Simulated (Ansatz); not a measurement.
# AgO radical: a ladder of functionals and wavefunction methods

One table from this session's results is given with a row withheld; the runs are named, their logs left out.

Computed with Ansatz 0.2.0, Gaussian basis. Level: functionals in def2-TZVPP, the program's frozen cores in correlated methods.

Plan: LDA (SPW92), PBE-D4, revPBE-D4, BLYP-D4, r2SCAN-D4, B97M-V, PBE0-D4, B3LYP-D4, r2SCANh-D4, r2SCAN0-D4, HSE06-D4, BHLYP-D4, CAM-B3LYP-D4, LC-ωPBE, ωB97X-V, ωB97M-V, B2PLYP, PBE-QIDH; CCSD(T)/def2-SVP; CCSD(T)/def2-TZVPP; CCSD(T)/def2-QZVPP; extrapolation to the limit; RPA on PBE.

## The geometry

The geometry comes from an earlier relaxation with PBE0-D4 in a triple-zeta def2 set; it is a stationary point. Ag takes the def2 core potential; no spin-orbit term is included.

SMILES `[O][Ag]`, 2 atoms, charge 0, spin multiplicity 2.

Atoms are counted from 1 here; the program's logs count them from 0.

Bond lengths: O1–Ag2 1.997 Å.

Geometry (Å):

```
O     0.8521   -0.2836    0.4369
Ag   -0.8521    0.2836   -0.4369
```

The first run:

in.yaml

```yaml
crystal:
  periodic: [false, false, false]
  atoms:
    - {symbol: O, position_ang: [0.852095, -0.283558, 0.436929]}
    - {symbol: Ag, position_ang: [-0.852095, 0.283558, -0.436929]}
basis:
  gaussian: {orbitals: def2-TZVPP}
magnetization: {spin_polarized: true, initial_magnetization: 1}
hamiltonian: {xc: lda}
output: {orbitals: {seedname: orbitals}}
```

Command:

```bash
$ ansatz run in.yaml --threads 2 --pin off --events-out ev --progress --plain --max-ram 32768MiB --backend cpu
```

Steps of the session up to this table: LDA; PBE-D4 (GGA); revPBE-D4 (GGA); BLYP-D4 (GGA); r2SCAN-D4 (meta-GGA); B97M-V (meta-GGA); B3LYP-D4 (hybrid); r2SCANh-D4 (hybrid); r2SCAN0-D4 (hybrid); HSE06-D4 (hybrid); BHLYP-D4 (hybrid); CAM-B3LYP-D4 (range-separated); LC-ωPBE (range-separated); ωB97X-V (range-separated); ωB97M-V (range-separated); B2PLYP (double hybrid); PBE-QIDH (double hybrid).

One table of the session follows, with a row left open; its other results are not shown here.

It belongs to the step «Frontier levels by functional». 

```
  functional  HOMO (eV)  LUMO (eV)  gap (eV)
 LDA (SPW92)      -5.56      -5.46      0.10
      PBE-D4      -5.39      -4.68      0.71
   revPBE-D4      -5.29      -4.47      0.82
     BLYP-D4      -5.40      -4.75      0.65
   r2SCAN-D4          ?          ?         ?
      B97M-V      -5.65      -3.77      1.88
     PBE0-D4      -6.74      -2.96      3.78
    B3LYP-D4      -6.63      -3.41      3.22
  r2SCANh-D4      -6.07      -3.26      2.81
  r2SCAN0-D4      -6.87      -2.77      4.10
    HSE06-D4      -6.33      -3.32      3.01
    BHLYP-D4      -7.97      -2.28      5.69
CAM-B3LYP-D4      -8.19      -2.20      5.99
     LC-ωPBE      -9.31      -0.85      8.46
     ωB97X-V      -9.02      -1.01      8.01
     ωB97M-V      -8.98      -1.34      7.64
```

**Question.** Estimate the row for r2SCAN-D4.

Worked estimate for «HOMO (eV)». Against the share of exact exchange, r2SCANh-D4 (0.1, -6.07), r2SCAN0-D4 (0.25, -6.87) give a slope of -5.33 per unit share; at 0 the line stands at -5.54.

**Answer.** HOMO (eV): -5.55; LUMO (eV): -3.67; gap (eV): 1.88. In «HOMO (eV)» the line misses by +0.01.
